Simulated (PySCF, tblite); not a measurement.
# C3H5BF2Si: geometry, infrared bands and NMR shifts

Wanted: the infrared bands and NMR shifts of C3H5BF2Si (`CC#C[SiH2]B(F)F`), by calculation.

The runs use tblite 0.8.0 and PySCF 2.14.0, with density-fitted response routines of our own; the level of theory stands in each step. All values are computed, except where a source is named. Atoms are numbered from 0 throughout.

**1. The starting structure**

12 atoms, charge 0, multiplicity 1; geometry from: force field or distance geometry start.

Bonds of the start (Å): C0–C1 1.48, C1–C2 1.22, C2–Si3 1.83, Si3–B4 1.95, B4–F5 1.47, B4–F6 1.45, C0–H7 1.12, C0–H8 1.12, C0–H9 1.09, Si3–H10 1.46, Si3–H11 1.46.

**2. Relaxing the molecule with GFN2-xTB**

Job settings and geometry (Å):

```
{"job": {"kind": "relax", "xc": "GFN2-xTB", "basis": "xTB"}, "charge": 0, "multiplicity": 1}
C      2.724600     0.413700     0.047000
C      1.327200    -0.050900     0.150600
C      0.177700    -0.438700     0.244000
Si    -1.554900    -1.007100     0.356000
B     -2.778700     0.456400    -0.057200
F     -2.355700     1.245500    -1.221800
F     -3.147700     1.266200     1.087000
H      3.131200     0.692900     1.055800
H      2.784400     1.360200    -0.549900
H      3.286300    -0.404300    -0.395100
H     -1.739200    -2.027600    -0.676300
H     -1.854000    -1.507000     1.698700
```

Command:

```console
> OMP_NUM_THREADS=1 python probes_run.py task.json out
```

This one command runs all jobs of the session in turn.

**Question.** This job is followed by: GFN2-xTB harmonic vibrations, gas phase; GIAO PBE0/pcSseg-1 NMR shielding, non-relativistic, gas phase. Predict these results of the whole session: strongest single infrared mode (GFN2-xTB); zero-point energy (GFN2-xTB); 13C shifts against TMS (PBE0/pcSseg-1); 1H shifts against TMS (PBE0/pcSseg-1, means over atoms taken as alike); 29Si shifts against TMS (PBE0/pcSseg-1); 11B shifts against BF3·OEt2 (PBE0/pcSseg-1); 19F shifts against CFCl3 (PBE0/pcSseg-1, means over atoms taken as alike); surface potential, 1st and 99th percentile.

**Answer**, as computed:

```
                                                                 quantity                  value
                                strongest single infrared mode (GFN2-xTB)  2191 cm⁻¹, 434 km/mol
                                             zero-point energy (GFN2-xTB)          44.7 kcal/mol
                                   13C shifts against TMS (PBE0/pcSseg-1)   117.4, 73.9, 6.3 ppm
   1H shifts against TMS (PBE0/pcSseg-1, means over atoms taken as alike)         4.23, 2.10 ppm
                                  29Si shifts against TMS (PBE0/pcSseg-1)             -109.3 ppm
                              11B shifts against BF3·OEt2 (PBE0/pcSseg-1)               27.9 ppm
19F shifts against CFCl3 (PBE0/pcSseg-1, means over atoms taken as alike)              -22.8 ppm
                                    surface potential, 1st and 99th percentile     -0.73 V and 1.80 V
```

**Reading.** Over 57 steps the energy fell by 1.062 eV; of the close pairs, B4–F5 changed most, 1.469 to 1.322 Å. No mode is imaginary among the 30: a minimum at this level. The strongest single mode, at 2191 cm⁻¹, moves mainly H10. Unscaled tight-binding wavenumbers are off by several per cent, some by more. Its intensities can rank the bands wrongly. At PBE0/pcSseg-1: The largest span, 362 ppm, is at F5, F6, where the paramagnetic term is -274 ppm. At PBE0/pcSseg-1, counted by nearest atom on the grid, the HOMO lies on C1, C2 about 38 % each, the LUMO on B4 46 %; Si3 11 %.
